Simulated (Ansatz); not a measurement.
# The Ta-Os system: small convex hull in Python

Wanted for the Ta-Os system: a small convex hull.

All numbers are computed with Ansatz 0.2.0, driven from Python. Level of theory: DFT LDA, plane waves, PAW.

## 1. The system

TaOs3 Pm-3m: The structure is cubic, space group Pm-3m (No. 221). Conventional cell: a = 3.915 Å, b = 3.915 Å, c = 3.915 Å, α = 90.00°, β = 90.00°, γ = 90.00°. Around Ta (site symmetry m-3m) lie 12 Os at 2.77 Å. Os (site symmetry 4/mmm) has 4 Ta at 2.77 Å and 8 Os at 2.77 Å as nearest neighbours.

TaOs3 P-6m2: It takes space group P-6m2 (No. 187, hexagonal). Conventional cell: a = 2.788 Å, b = 2.788 Å, c = 9.087 Å, α = 90.00°, β = 90.00°, γ = 120.00°. Ta (site symmetry -6m2) is surrounded by 6 Ta at 2.79 Å and 6 Os at 2.89 Å. Around Os (site symmetry -6m2) lie 12 Os at 2.68 to 2.79 Å. Os (site symmetry 3m) has 9 Os at 2.68 to 2.79 Å and 3 Ta at 2.89 Å as nearest neighbours.

Ta Im-3m: The structure is cubic, space group Im-3m (No. 229). The conventional cell has a = 3.303 Å, b = 3.303 Å, c = 3.303 Å, α = 90.00°, β = 90.00°, γ = 90.00°. Around Ta (site symmetry m-3m) lie 8 Ta at 2.86 Å.

Os P6_3/mmc: The structure is hexagonal, space group P6_3/mmc (No. 194). Conventional cell: a = 2.734 Å, b = 2.734 Å, c = 4.320 Å, α = 90.00°, β = 90.00°, γ = 120.00°. Os (site symmetry -6m2) has 12 Os at 2.68 to 2.73 Å as nearest neighbours.

The script holds or builds the structure itself.

## 2. The code

Input file hull_taos3.py:

```python
# -*- coding: utf-8 -*-
"""Stability of Ta-Os compounds against each other, after relaxing atoms and volume at fixed cell shape."""

from collections import Counter
import warnings

import ansatz
import numpy as np
from scipy.spatial import ConvexHull
from tabulate import tabulate

XC = "LDA"
CUTOFF_EV = 520
K_SPACING = 0.27
OCCUPATIONS = "fermi_dirac"
SIGMA = 0.1

PHASES = {
    "TaOs3 Pm-3m": (
        [(3.914972, 0.0, 0.0), (0.0, 3.914972, 0.0), (0.0, 0.0, 3.914972)],
        [
            ("Ta", (0.0, 0.0, 0.0)),
            ("Os", (0.0, 0.5, 0.5)),
            ("Os", (0.5, 0.0, 0.5)),
            ("Os", (0.5, 0.5, 0.0)),
        ],
    ),
    "TaOs3 P-6m2": (
        [(2.787646, 0.0, 0.0), (-1.393823, 2.414172, 0.0), (0.0, 0.0, 9.086987)],
        [
            ("Ta", (2 / 3, 1 / 3, 0.0)),
            ("Os", (2 / 3, 1 / 3, 0.5)),
            ("Os", (1 / 3, 2 / 3, 0.264786)),
            ("Os", (1 / 3, 2 / 3, 0.735214)),
        ],
    ),
    "Ta": (
        [(-1.65128, 1.65128, 1.65128), (1.65128, -1.65128, 1.65128), (1.65128, 1.65128, -1.65128)],
        [
            ("Ta", (0.0, 0.0, 0.0)),
        ],
    ),
    "Os": (
        [(2.7341, 0.0, 0.0), (-1.36705, 2.3678, 0.0), (0.0, 0.0, 4.3197)],
        [
            ("Os", (1 / 3, 2 / 3, 0.25)),
            ("Os", (2 / 3, 1 / 3, 0.75)),
        ],
    ),
}


def build(vectors, sites):
    crystal = ansatz.Crystal(lattice=ansatz.Lattice.of(vectors))
    for symbol, position in sites:
        crystal = crystal.atom(symbol, position)
    return crystal


def compute(name, crystal):
    calc = (
        crystal.calculation()
        .functional(XC)
        .basis(CUTOFF_EV)
        .kpoints(spacing=K_SPACING)
        .occupations(OCCUPATIONS, width=SIGMA)
    )
    calc = calc.relax(force_tolerance=0.03, fix_cell=["shape"])
    return calc.run(threads=1, backend="cpu")


def counts(outcome):
    return Counter(site.symbol for site in outcome.lattice.sites)

def formation_energy(outcome, mu):
    n = counts(outcome)
    return (outcome.report["energy_sigma0_ev"] - sum(k * mu[element] for element, k in n.items())) / sum(n.values())


def main():
    warnings.simplefilter("ignore", ansatz.DeckWarning)

    phases = {name: build(*cell) for name, cell in PHASES.items()}

    done = {name: compute(name, crystal) for name, crystal in phases.items()}

    # energy of one atom in its reference phase
    references = {"Ta": "Ta", "Os": "Os"}
    mu = {element: done[name].report["energy_sigma0_ev"] / len(done[name].lattice.sites) for element, name in references.items()}
    points = sorted((counts(o)["Os"] / len(o.lattice.sites), formation_energy(o, mu), name) for name, o in done.items())

    xy = np.array([(x, e) for x, e, _ in points] + [(0.5, 10.0)])
    hull = sorted(tuple(xy[i]) for i in ConvexHull(xy).vertices if xy[i, 1] < 5)
    rows = [(name, x, e, e - np.interp(x, *zip(*hull))) for x, e, name in points]
    print(tabulate(rows, headers=["phase", "x(Os)", "E_form (eV/atom)", "above hull (eV/atom)"], floatfmt=".4f", tablefmt="simple"))
    print("on the hull of these phases:", ", ".join(row[0] for row in rows if row[3] < 1e-6))


if __name__ == "__main__":
    main()
```

## 3. The run

The run is started by

```sh
$ python hull_taos3.py
```

Q: Predict the main results. Wanted: on the hull of these phases; energy of TaOs3 (for each run or level that gives them).

As calculated:

| quantity | value |
| --- | --- |
| on the hull of these phases | Ta, TaOs3 Pm-3m, Os |
| runs compared | 4 |
| energy of TaOs3 (run 1) from the elements | -138 meV/atom |
| energy of TaOs3 (run 2) from the elements | 17 meV/atom |

**Reading.** Among these few phases the hull runs through Ta, TaOs3 Pm-3m, Os; other phases, not tried, may lie lower. TaOs3 lies 138 meV/atom below its elements, the most of the cells tried. In CPU time, run 2 cost about 11 times as much as run 3. In run 1, over 2 moves the cell shrank by 3.3 % in volume, and the space group stayed Pm-3m. In run 2, over 3 moves the cell shrank by 4.8 % in volume, and the space group stayed P-6m2. What to keep in mind:
- For the metals among these cells the mesh is coarse, so their volumes and pressures are rough.
- Atoms and volume are relaxed with the cell's shape held, which in cells of lower than cubic symmetry can hide stresses and shift volumes.
- Spin-orbit coupling, which matters for elements this heavy, is left out.
- Differences under about 40 meV an atom lie within the error of mesh and functional, so such verdicts may flip; only the cells listed enter the hull. Whether this is the phase that is stable at ambient conditions was not tested.
